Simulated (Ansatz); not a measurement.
# C₂H₅NSeSi: up Jacob's ladder to CCSD(T)

Aim: compute C₂H₅NSeSi with functionals from several rungs and with coupled cluster. The yardstick is the atomisation energy at the CCSD(T) limit.

The runs use Ansatz 0.2.0, Gaussian basis; functionals in def2-TZVPP, the program's frozen cores in correlated methods.

The runs, in order: PBE-D4, r2SCAN-D4, PBE0-D4, B3LYP-D4, ωB97X-V, ωB97M-V, B2PLYP; CCSD(T)/def2-TZVPP; MP2/def2-QZVPP; extrapolation to the limit.

**1. The geometry**

An earlier PBE0-D4 in a triple-zeta def2 set relaxation fixed the geometry.

SMILES `N=C=C([SiH3])[SeH]`, 10 atoms, charge 0, spin multiplicity 1.

Atoms are counted from 1 here; the program's logs count them from 0.

Bond lengths: N1–C2 1.213 Å, N1–H6 1.015 Å, C2–C3 1.309 Å, C3–Si4 1.850 Å, C3–Se5 1.921 Å, Si4–H7 1.485 Å, Si4–H8 1.487 Å, Si4–H9 1.487 Å, Se5–H10 1.473 Å. Angles: C2–N1–H6 118.6°, N1–C2–C3 173.7°, C2–C3–Si4 123.4°, C2–C3–Se5 116.8°, Si4–C3–Se5 119.6°, C3–Si4–H7 110.0°, C3–Si4–H8 109.3°, C3–Si4–H9 109.4°, H7–Si4–H8 110.1°, H7–Si4–H9 108.5°, H8–Si4–H9 109.5°, C3–Se5–H10 95.9°.

As a file:

```xyz
10
C2H5NSeSi
N    -1.2568    2.0052   -0.9942
C    -0.4956    1.1646   -0.5648
C     0.3192    0.1962   -0.2316
Si   -0.2515   -1.4967    0.2477
Se    2.2007    0.5645   -0.3542
H    -1.6565    2.6764   -0.3457
H     0.2730   -2.4999   -0.7130
H    -1.7381   -1.5301    0.2594
H     0.2634   -1.8258    1.6029
H     2.4255    0.6943    1.0963
```

**2. PBE-D4 (GGA)**

The input, in.yaml:

```yaml
crystal:
  periodic: [false, false, false]
  atoms:
    - {symbol: N, position_ang: [-1.256799, 2.005156, -0.994152]}
    - {symbol: C, position_ang: [-0.495597, 1.164624, -0.564800]}
    - {symbol: C, position_ang: [0.319221, 0.196217, -0.231607]}
    - {symbol: Si, position_ang: [-0.251495, -1.496704, 0.247723]}
    - {symbol: Se, position_ang: [2.200678, 0.564538, -0.354169]}
    - {symbol: H, position_ang: [-1.656529, 2.676359, -0.345724]}
    - {symbol: H, position_ang: [0.272950, -2.499940, -0.712982]}
    - {symbol: H, position_ang: [-1.738064, -1.530085, 0.259442]}
    - {symbol: H, position_ang: [0.263370, -1.825770, 1.602915]}
    - {symbol: H, position_ang: [2.425463, 0.694306, 1.096253]}
basis:
  gaussian: {orbitals: def2-TZVPP}
hamiltonian: {xc: pbe, dispersion: d4}
output: {forces: true, orbitals: {seedname: orbitals}}
```

On the command line:

```bash
> ansatz run in.yaml --threads 4 --pin off --events-out ev --progress --plain --max-ram 10444MiB
```

The runs that follow: r2SCAN-D4 (meta-GGA); PBE0-D4 (hybrid); B3LYP-D4 (hybrid); ωB97X-V (range-separated); ωB97M-V (range-separated); B2PLYP (double hybrid); CCSD(T) in def2-TZVPP; MP2 in def2-QZVPP.

Before running them: what should the planned runs give, taken together? Wanted: atomisation energy, CCSD(T)/CBS; farthest; mean size of error, hybrid; mean size of error, range-separated; gap, smallest and largest; T1 diagnostic; triples share of the correlation energy.

**Answer**, as computed:

| quantity | value |
| --- | --- |
| atomisation energy, CCSD(T)/CBS | 3532.0 kJ/mol |
| functionals within 35.3 kJ/mol (1.0 %) | r2SCAN-D4, PBE0-D4, B3LYP-D4, ωB97X-V, ωB97M-V, B2PLYP |
| farthest | PBE-D4 (+122.3 kJ/mol) |
| mean size of error, hybrid | 26.0 kJ/mol |
| mean size of error, range-separated | 17.9 kJ/mol |
| gap, smallest and largest | 3.61 eV (PBE-D4), 10.22 eV (ωB97X-V) |
| T1 diagnostic | 0.0128 |
| triples share of the correlation energy | 4.5 % |

What this shows: PBE-D4 is off by +122.3 kJ/mol. Double hybrids carry the basis error of their MP2 part in triple zeta, and no dispersion term here, so their miss is partly the set-up's. The reference freezes the cores and leaves out relativity and excitations past (T), and its outer-core shells are covered unevenly, so misses under about 35.3 kJ/mol can't be ranked. All levels share the lack of spin-orbit coupling, which lowers the free heavy atoms and so the true binding. Hartree-Fock recovers 68 % of the binding; the rest is correlation. The gap grows from 3.6 to 10.2 eV across the functionals, mostly with the share of exact exchange. Correlated methods include outer-core shells of Se, which these sets cover unevenly.
